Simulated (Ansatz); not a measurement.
**SiH2Cl2 + HCl: a complex and its separated parts**

The complex below is one end of an elementary step. How strongly is it bound against its free parts?

Computed with Ansatz 0.2.0, Gaussian basis. Level: PBE0-D4/def2-TZVP structures, single points in def2-TZVPP, no counterpoise correction.

Levels: SPW92, PBE-D4, BLYP-D4, r2SCAN-D4, B97M-V, PBE0-D4, B3LYP-D4, r2SCAN0-D4, BHLYP-D4, CAM-B3LYP-D4, wB97X-V, wB97M-V, B2PLYP, PBE-QIDH, RPA on PBE, Hartree-Fock, MP2, CCSD, CCSD(T).

Cores are frozen in the correlated methods. B3LYP uses VWN-RPA correlation. B2PLYP carries no dispersion term here.

21 further runs of the same task are left out: 21 set aside as unsound or not needed.

## 1. The system as given

The complex: 7 atoms, charge 0, spin multiplicity 1.

Atoms are counted from 1 here; the program's logs count them from 0.

Bond lengths: Si1–H2 1.473 Å, Si1–Cl3 2.056 Å, Si1–Cl4 2.039 Å, Si1–H5 1.473 Å, H6–Cl7 1.283 Å. Angles: H2–Si1–Cl3 108.1°, H2–Si1–Cl4 108.9°, H2–Si1–H5 113.8°, Cl3–Si1–Cl4 109.0°, Cl3–Si1–H5 108.1°, Cl4–Si1–H5 108.9°.

As a file:

```mol
Cl3H3Si
  3D, bonds by distance, orders not assigned

  7  5  0  0  0  0  0  0  0  0999 V2000
   -0.8286   -0.3825    0.2250 Si  0  0
   -0.0006   -0.6654    1.4103 H   0  0
    0.2188   -0.9737   -1.4419 Cl  0  0
   -2.5492   -1.4691    0.3477 Cl  0  0
   -1.1742    1.0411    0.0674 H   0  0
    2.0402    0.7858   -0.7551 H   0  0
    2.2935    1.6635    0.1464 Cl  0  0
  1  2  8  0
  1  3  8  0
  1  4  8  0
  1  5  8  0
  6  7  8  0
M  END
```

Its parts: SiH2Cl2 holds atoms 1, 2, 3, 4, 5; HCl holds atoms 6, 7. Each part counts its atoms afresh in its own runs.

## 2. Relaxing SiH2Cl2 alone

relax-a/in.yaml

```yaml
crystal:
  periodic: [false, false, false]
  atoms:
    - {symbol: Si, position_ang: [-0.828634, -0.382460, 0.225015]}
    - {symbol: H, position_ang: [-0.000571, -0.665371, 1.410348]}
    - {symbol: Cl, position_ang: [0.218831, -0.973669, -1.441884]}
    - {symbol: Cl, position_ang: [-2.549178, -1.469059, 0.347746]}
    - {symbol: H, position_ang: [-1.174169, 1.041149, 0.067359]}
basis:
  gaussian: {orbitals: def2-TZVP}
hamiltonian: {xc: pbe0, dispersion: d4}
relax: {f_tol: 0.005, max_steps: 200}
```

The command line of these runs was not kept.

Standard output, shortened:

```text
Functional definition: PBE0
  name "PBE0"
  cite "Adamo & Barone, J. Chem. Phys. 110, 6158 (1999) doi:10.1063/1.478522"
  cite "Perdew, Burke & Ernzerhof, Phys. Rev. Lett. 77, 3865 (1996) doi:10.1103/PhysRevLett.77.3865"
  parent pbe
[...]
892 factors; their error is unknown
[...]
mean field -32947.64534040 eV, -1210.8036335434 hartree, gradient 4.7e-5 eV, S^2 0.000000; 0 other end points of the search recorded, 0 dependent functions left out
[...]
reference -32947.64536805 eV, -1210.8036345599 hartree; 25, 25 occupied and 98, 98 virtual orbitals, 892 factors
relax step   1: F+E_penalty+E_count = -32947.74860338 eV  Δ(F+E_penalty+E_count) = +0.000e0 eV  max|allowed force component| = 3.297e-1 eV/Å  Δτ_max = 0.0000 Å  (23 SCF iters, accepted)
[...]
relax step   4: F+E_penalty+E_count = -32947.75213804 eV  Δ(F+E_penalty+E_count) = -1.720e-5 eV  max|allowed force component| = 6.456e-3 eV/Å  Δτ_max = 0.0015 Å  (18 SCF iters, accepted)
[...]
relax step   5: F+E_penalty+E_count = -32947.75214111 eV  Δ(F+E_penalty+E_count) = -3.071e-6 eV  max|allowed force component| = 2.551e-4 eV/Å  Δτ_max = 0.0005 Å  (18 SCF iters, accepted)
892 factors; their error is unknown
mean field -32947.64892892 eV, -1210.8037654191 hartree, gradient 2.5e-5 eV, S^2 0.000000; 1 other end points of the search recorded, 0 dependent functions left out
[...]
reference -32947.64895655 eV, -1210.8037664345 hartree; 25, 25 occupied and 98, 98 virtual orbitals, 892 factors
Total energy: -32947.75216874 eV, -1210.8075594127 hartree
Atom 0 at    -0.825949    -0.390425     0.212451 Å, force     0.000255     0.000131    -0.000056 eV/Å
Atom 1 at    -0.004857    -0.662171     1.407808 Å, force    -0.000130     0.000204    -0.000147 eV/Å
Atom 2 at     0.224151    -0.967711    -1.438873 Å, force    -0.000028     0.000005     0.000032 eV/Å
Atom 3 at    -2.553929    -1.465692     0.356185 Å, force    -0.000237    -0.000155     0.000011 eV/Å
Atom 4 at    -1.173136     1.036590     0.071013 Å, force     0.000139    -0.000185     0.000161 eV/Å
Dipole moment:     0.069413     0.169245     0.154409 e Å
```

It took 6 s on 4 threads, shared host; peak memory 0.23 GiB.

The steps of the relaxation:

```tsv
step	energy from step 1 (eV)	largest force component (eV/Å)
1	0.0000	0.3297
2	-0.0032	0.0454
3	-0.0035	0.0181
4	-0.0035	0.0065
5	-0.0035	0.0003
```

Distances of close pairs at the start and the end, largest changes first:

```tsv
bond	before (Å)	after (Å)	change (Å)
Si1–Cl3	2.056	2.040	-0.015
Si1–H2	1.473	1.475	+0.002
Si1–H5	1.473	1.475	+0.002
Si1–Cl4	2.039	2.040	+0.002
```

## 3. Relaxing HCl alone

relax-b/in.yaml

```yaml
crystal:
  periodic: [false, false, false]
  atoms:
    - {symbol: H, position_ang: [2.040199, 0.785822, -0.755098]}
    - {symbol: Cl, position_ang: [2.293520, 1.663488, 0.146412]}
basis:
  gaussian: {orbitals: def2-TZVP}
hamiltonian: {xc: pbe0, dispersion: d4}
relax: {f_tol: 0.005, max_steps: 200}
```

Standard output, shortened:

```text
[... 5 set-up lines as earlier in the session ...]
[...]
312 factors; their error is unknown
[...]
mean field -12535.31612107 eV, -460.6643707070 hartree, gradient 4.2e-5 eV, S^2 0.000000; 0 other end points of the search recorded, 0 dependent functions left out
[...]
reference -12535.31613644 eV, -460.6643712718 hartree; 9, 9 occupied and 34, 34 virtual orbitals, 312 factors
relax step   1: F+E_penalty+E_count = -12535.32070259 eV  Δ(F+E_penalty+E_count) = +0.000e0 eV  max|allowed force component| = 1.024e-1 eV/Å  Δτ_max = 0.0000 Å  (20 SCF iters, accepted)
[...]
relax step   2: F+E_penalty+E_count = -12535.32098138 eV  Δ(F+E_penalty+E_count) = -2.788e-4 eV  max|allowed force component| = 4.175e-2 eV/Å  Δτ_max = 0.0014 Å  (25 SCF iters, accepted)
[...]
relax step   3: F+E_penalty+E_count = -12535.32103631 eV  Δ(F+E_penalty+E_count) = -5.493e-5 eV  max|allowed force component| = 3.132e-4 eV/Å  Δτ_max = 0.0009 Å  (19 SCF iters, accepted)
312 factors; their error is unknown
[...]
mean field -12535.31645841 eV, -460.6643831040 hartree, gradient 6.6e-6 eV, S^2 0.000000; 1 other end points of the search recorded, 0 dependent functions left out
[...]
reference -12535.31647376 eV, -460.6643836680 hartree; 9, 9 occupied and 34, 34 virtual orbitals, 312 factors
Total energy: -12535.32105166 eV, -460.6645519026 hartree
Atom 0 at     2.040650     0.787386    -0.753492 Å, force    -0.000088    -0.000305    -0.000313 eV/Å
Atom 1 at     2.293069     1.661924     0.144806 Å, force     0.000088     0.000305     0.000313 eV/Å
Dipole moment:    -0.051834    -0.179586    -0.184464 e Å
```

Run time: 0.6 s. Hardware: 4 threads, shared host.

Step by step:

```tsv
step	energy from step 1 (eV)	largest force component (eV/Å)
1	0.0000	0.1024
2	-0.0003	0.0418
3	-0.0003	0.0003
```

The bond:

```tsv
bond	before (Å)	after (Å)	change (Å)
H1–Cl2	1.283	1.279	-0.005
```

## 4. wB97M-V/def2-TZVPP

parta/in.yaml

```yaml
crystal:
  periodic: [false, false, false]
  atoms:
    - {symbol: Si, position_ang: [-0.825949, -0.390425, 0.212451]}
    - {symbol: H, position_ang: [-0.004857, -0.662171, 1.407808]}
    - {symbol: Cl, position_ang: [0.224151, -0.967711, -1.438873]}
    - {symbol: Cl, position_ang: [-2.553929, -1.465692, 0.356185]}
    - {symbol: H, position_ang: [-1.173136, 1.036590, 0.071013]}
basis:
  gaussian: {orbitals: def2-TZVPP}
hamiltonian: {xc: {name: wB97M-V}}
```

partb/in.yaml

```yaml
crystal:
  periodic: [false, false, false]
  atoms:
    - {symbol: H, position_ang: [2.040650, 0.787386, -0.753492]}
    - {symbol: Cl, position_ang: [2.293069, 1.661924, 0.144806]}
basis:
  gaussian: {orbitals: def2-TZVPP}
hamiltonian: {xc: {name: wB97M-V}}
```

Output in parta, shortened:

```text
Functional definition: wB97M-V
  name "wB97M-V"
  cite "Mardirossian & Head-Gordon, J. Chem. Phys. 144, 214110 (2016) doi:10.1063/1.4952647"
  cite "Becke, J. Chem. Phys. 107, 8554 (1997) doi:10.1063/1.475007"
  cite "Vydrov & Van Voorhis, J. Chem. Phys. 133, 244103 (2010) doi:10.1063/1.3521275"
  # Of w^i u^j: cxij and so on, Table III.
[...]
  gx(w, u) = 1 - cx + cx01*u + cx10*w
  gss(w, u) = css00 + css04*u^4 + css10*w + css20*w^2 + css43*w^4*u^3
  gos(w, u) = cos00 + cos10*w + (cos20 + cos21*u)*w^2 + (cos60 + cos61*u)*w^6
[...]
      + integral(e_c_pw_mod_opposite_spin*gos(b97_w_opposite, b97_u_opposite)) + vv10(b, c)
1029 factors; their error is unknown
176 factors; integrals over basis functions are off by at most 3.4e-5 eV
[...]
mean field -32957.38228188 eV, -1211.1614595430 hartree, gradient 2.2e-5 eV, S^2 0.000000; 0 other end points of the search recorded, 0 dependent functions left out
reference -32957.38232116 eV, -1211.1614609866 hartree; 25, 25 occupied and 129, 129 virtual orbitals, 1029 factors
Total energy: -32957.38232116 eV, -1211.1614609866 hartree
```

Output in partb, shortened:

```text
[... 5 set-up lines as earlier in the session ...]
  # Of w^i u^j: cxij and so on, Table III.
[...]
  gx(w, u) = 1 - cx + cx01*u + cx10*w
  gss(w, u) = css00 + css04*u^4 + css10*w + css20*w^2 + css43*w^4*u^3
  gos(w, u) = cos00 + cos10*w + (cos20 + cos21*u)*w^2 + (cos60 + cos61*u)*w^6
[...]
      + integral(e_c_pw_mod_opposite_spin*gos(b97_w_opposite, b97_u_opposite)) + vv10(b, c)
369 factors; their error is unknown
61 factors; integrals over basis functions are off by at most 9.0e-5 eV
[...]
mean field -12538.73838956 eV, -460.7901367543 hartree, gradient 5.6e-5 eV, S^2 0.000000; 0 other end points of the search recorded, 0 dependent functions left out
reference -12538.73841261 eV, -460.7901376012 hartree; 9, 9 occupied and 47, 47 virtual orbitals, 369 factors
Total energy: -12538.73841261 eV, -460.7901376012 hartree
```

They took 3.5 s (parta), 0.5 s (partb) on 4 threads, shared host; peak memory 0.41 GiB.

## 5. CCSD(T)/def2-TZVPP

Each input of step 4 (parta, partb) changes in the same lines:

```diff
-hamiltonian: {xc: {name: wB97M-V}}
+correlation: {method: ccsd_t}
```

Log of parta, shortened:

```text
Functional definition: HF
  name "HF"
  cite "Fock, Z. Phys. 61, 126 (1930) doi:10.1007/BF01340294"
[... 1 set-up line as earlier in the session ...]
[...]
895 factors; integrals over basis functions are off by at most 6.9e-4 eV
[...]
mean field -32905.04946223 eV, -1209.2382638935 hartree, gradient 3.6e-6 eV, S^2 0.000000; 0 other end points of the search recorded, 0 dependent functions left out
15 core orbitals not correlated: weight in the atoms' cores, before any rotation towards them, 1.000 or more for the frozen orbitals, at most 0.000 for the correlated occupied ones
reference -32905.04946223 eV, -1209.2382638935 hartree; 10, 10 occupied and 129, 129 virtual orbitals, 895 factors
second order -13.60627693 eV of doubles, -0.00000000 eV of singles
cycle   1  -14.47395170 eV  change   -8.7e-1 eV  update   7.1e-2
[...]
cycle   8  -14.84732565 eV  change   -1.3e-5 eV  update   1.6e-5
perturbative correction -0.59987567 eV, -0.0220450241 hartree
Total energy: -32920.49666355 eV, -1209.8059380713 hartree
```

Log of partb, shortened:

```text
[... 4 set-up lines as earlier in the session ...]
[...]
322 factors; integrals over basis functions are off by at most 1.4e-3 eV
[...]
mean field -12519.93378588 eV, -460.0990803151 hartree, gradient 2.9e-6 eV, S^2 0.000000; 0 other end points of the search recorded, 0 dependent functions left out
5 core orbitals not correlated: weight in the atoms' cores, before any rotation towards them, 1.000 or more for the frozen orbitals, at most 0.000 for the correlated occupied ones
reference -12519.93378588 eV, -460.0990803151 hartree; 4, 4 occupied and 47, 47 virtual orbitals, 322 factors
second order -5.53926059 eV of doubles, -0.00000000 eV of singles
cycle   1  -5.96028532 eV  change   -4.2e-1 eV  update   3.9e-2
[...]
cycle   7  -6.10182842 eV  change   -5.2e-6 eV  update   7.9e-6
perturbative correction -0.21572371 eV, -0.0079277002 hartree
Total energy: -12526.25133802 eV, -460.3312460740 hartree
```

Wall times: 4 s (parta), 0.25 s (partb) on 4 threads, shared host; peak memory 0.68 GiB.

## 6. Vibrations of SiH2Cl2

vib-parta/in.yaml

```yaml
crystal:
  periodic: [false, false, false]
  atoms:
    - {symbol: Si, position_ang: [-0.825949, -0.390425, 0.212451]}
    - {symbol: H, position_ang: [-0.004857, -0.662171, 1.407808]}
    - {symbol: Cl, position_ang: [0.224151, -0.967711, -1.438873]}
    - {symbol: Cl, position_ang: [-2.553929, -1.465692, 0.356185]}
    - {symbol: H, position_ang: [-1.173136, 1.036590, 0.071013]}
basis:
  gaussian: {orbitals: def2-TZVP}
hamiltonian: {xc: pbe0, dispersion: d4}
phonons: {temperatures: {t_min: 298.15, t_max: 900, t_step: 200}}
```

Standard output, shortened:

```text
[... 5 set-up lines as earlier in the session ...]
[...]
892 factors; their error is unknown
[...]
mean field -32947.64892894 eV, -1210.8037654200 hartree, gradient 6.1e-5 eV, S^2 0.000000; 0 other end points of the search recorded, 0 dependent functions left out
[...]
reference -32947.64895657 eV, -1210.8037664355 hartree; 25, 25 occupied and 98, 98 virtual orbitals, 892 factors
[... from here to the last solve, the lines of the solves are left out (17 solves) ...]
892 factors; their error is unknown
[...]
mean field -32947.64891991 eV, -1210.8037650883 hartree, gradient 2.3e-6 eV, S^2 0.000000; 0 other end points of the search recorded, 0 dependent functions left out
[...]
reference -32947.64894755 eV, -1210.8037661039 hartree; 25, 25 occupied and 98, 98 virtual orbitals, 892 factors
Total energy: -32947.75216876 eV, -1210.8075594135 hartree
Atom 0 at    -0.825949    -0.390425     0.212451 Å, force     0.000223     0.000124    -0.000038 eV/Å
Atom 1 at    -0.004857    -0.662171     1.407808 Å, force    -0.000128     0.000205    -0.000150 eV/Å
Atom 2 at     0.224151    -0.967711    -1.438873 Å, force    -0.000021     0.000003     0.000021 eV/Å
Atom 3 at    -2.553929    -1.465692     0.356185 Å, force    -0.000217    -0.000143     0.000008 eV/Å
Atom 4 at    -1.173136     1.036590     0.071013 Å, force     0.000142    -0.000188     0.000159 eV/Å
Dipole moment:     0.069413     0.169245     0.154409 e Å
Vibrations: 185.47 529.28 591.95 593.43 706.52 870.41 950.43 2272.19 2285.93 cm⁻¹, zero-point energy 0.557037 eV
```

Wall time 14 s (4 threads, shared host); peak memory 0.23 GiB.

The modes, with what each moves most:

```tsv
mode	wavenumber (cm⁻¹)	character
1	185	bend
2	529	Si–Cl stretch
3	592	Si–Cl stretch
4	593	bend
5	707	bend
6	870	bend
7	950	bend
8	2272	Si–H stretch
9	2286	Si–H stretch
```

Vibrational sums (real modes only):

```tsv
T (K)	entropy (J/mol/K)	heat capacity (J/mol/K)
298	18.2	29.0
498	37.3	44.7
698	53.8	53.4
898	68.0	59.0
```

## 7. Vibrations of HCl

vib-partb/in.yaml

```yaml
crystal:
  periodic: [false, false, false]
  atoms:
    - {symbol: H, position_ang: [2.040650, 0.787386, -0.753492]}
    - {symbol: Cl, position_ang: [2.293069, 1.661924, 0.144806]}
basis:
  gaussian: {orbitals: def2-TZVP}
hamiltonian: {xc: pbe0, dispersion: d4}
phonons: {temperatures: {t_min: 298.15, t_max: 900, t_step: 200}}
```

Standard output, shortened:

```text
[... 5 set-up lines as earlier in the session ...]
[...]
312 factors; their error is unknown
[...]
mean field -12535.31645841 eV, -460.6643831040 hartree, gradient 4.2e-5 eV, S^2 0.000000; 0 other end points of the search recorded, 0 dependent functions left out
[...]
reference -12535.31647376 eV, -460.6643836680 hartree; 9, 9 occupied and 34, 34 virtual orbitals, 312 factors
[...]
312 factors; their error is unknown
[...]
mean field -12535.31645841 eV, -460.6643831040 hartree, gradient 1.1e-6 eV, S^2 0.000000; 0 other end points of the search recorded, 0 dependent functions left out
[...]
reference -12535.31647376 eV, -460.6643836679 hartree; 9, 9 occupied and 34, 34 virtual orbitals, 312 factors
[...]
312 factors; their error is unknown
mean field -12535.31635683 eV, -460.6643793710 hartree, gradient 6.3e-7 eV, S^2 0.000000; 0 other end points of the search recorded, 0 dependent functions left out
[...]
reference -12535.31637219 eV, -460.6643799354 hartree; 9, 9 occupied and 34, 34 virtual orbitals, 312 factors
[...]
312 factors; their error is unknown
[...]
mean field -12535.31635766 eV, -460.6643794013 hartree, gradient 4.5e-7 eV, S^2 0.000000; 0 other end points of the search recorded, 0 dependent functions left out
[...]
reference -12535.31637299 eV, -460.6643799647 hartree; 9, 9 occupied and 34, 34 virtual orbitals, 312 factors
Total energy: -12535.32105166 eV, -460.6645519026 hartree
Atom 0 at     2.040650     0.787386    -0.753492 Å, force    -0.000088    -0.000306    -0.000314 eV/Å
Atom 1 at     2.293069     1.661924     0.144806 Å, force     0.000088     0.000306     0.000314 eV/Å
Dipole moment:    -0.051834    -0.179586    -0.184465 e Å
Vibrations: 2997.11 cm⁻¹, zero-point energy 0.185797 eV
```

Wall time 1.4 s (4 threads, shared host).

The modes, with what each moves most:

```tsv
mode	wavenumber (cm⁻¹)	character
1	2997	Cl–H stretch
```

Vibrational sums (real modes only):

```tsv
T (K)	entropy (J/mol/K)	heat capacity (J/mol/K)
298	0.0	0.0
498	0.0	0.1
698	0.1	0.7
898	0.4	1.6
```

## 8. Complex less separated parts

The complex's own energies come from single points at the same levels. Levels not printed above were run the same way.

Rows are in def2-TZVPP; times add the 3 runs of a level on a shared host, so small differences are noise.

Differences are taken before rounding.

```tsv
method	rung	complex less parts (kJ/mol)	from CCSD(T) (kJ/mol)	time
SPW92	LDA	-18.8	-10.3	1.6 s
PBE-D4	GGA	-13.2	-4.8	2.4 s
BLYP-D4	GGA	-12.5	-4.1	2.7 s
r2SCAN-D4	meta-GGA	-10.6	-2.2	5.7 s
B97M-V	meta-GGA	-10.5	-2.1	11 s
PBE0-D4	hybrid	-11.5	-3.1	4 s
B3LYP-D4	hybrid	-11.8	-3.4	3.7 s
r2SCAN0-D4	hybrid	-10.2	-1.8	6.8 s
BHLYP-D4	hybrid	-11.5	-3.1	3.2 s
CAM-B3LYP-D4	range-separated hybrid	-11.3	-2.8	3.8 s
wB97X-V	range-separated hybrid	-10.4	-2.0	9.4 s
wB97M-V	range-separated hybrid	-10.9	-2.5	10 s
B2PLYP	double hybrid	-5.9	+2.5	5.5 s
PBE-QIDH	double hybrid	-7.7	+0.7	5.6 s
RPA on PBE	RPA	-6.0	+2.4	4.9 s
Hartree-Fock	wavefunction	1.9	+10.3	
MP2	wavefunction	-9.9	-1.5	
CCSD	wavefunction	-6.7	+1.7	
CCSD(T)	wavefunction	-8.4	0	54 s
```

Among the levels timed on like hardware and quicker than the yardstick, those that no quicker one beats, quickest first: SPW92 (1.6 s, -10.3 kJ/mol); PBE-D4 (2.4 s, -4.8 kJ/mol); BLYP-D4 (2.7 s, -4.1 kJ/mol); BHLYP-D4 (3.2 s, -3.1 kJ/mol); CAM-B3LYP-D4 (3.8 s, -2.8 kJ/mol); RPA on PBE (4.9 s, +2.4 kJ/mol); PBE-QIDH (5.6 s, +0.7 kJ/mol).

For cost: PBE-QIDH gets within 0.7 kJ/mol in 5.6 s, where CCSD(T) took 54 s; the quickest level in the cost chart, SPW92, takes 1.6 s and misses by 10.3 kJ/mol.

The complex's zero-point energy, from a separate PBE0-D4 run, is 0.773 eV.

## 9. Summary of results

| quantity | value |
| --- | --- |
| complex less parts, CCSD(T)/def2-TZVPP | -8.4 kJ/mol |
| with zero-point energy | -5.5 kJ/mol |
| largest T1 diagnostic | 0.008 |

In words: At CCSD(T) the complex lies 8.4 kJ/mol below its parts. Among the functionals PBE-QIDH lands nearest to CCSD(T) (+0.7 kJ/mol) and SPW92 farthest (-10.3 kJ/mol). By rung, the mean size of the error is: LDA 10.3, GGA 4.4, meta-GGA 2.1, hybrid 2.9, range-separated hybrid 2.4, double hybrid 1.6 kJ/mol. PBE-D4 gives a relative energy 4.8 kJ/mol too low, an error of 57 % of the reference. No counterpoise was applied, and triple zeta lacks some correlation, so the CCSD(T) reference has a basis error of its own, and close matches with it are partly luck.
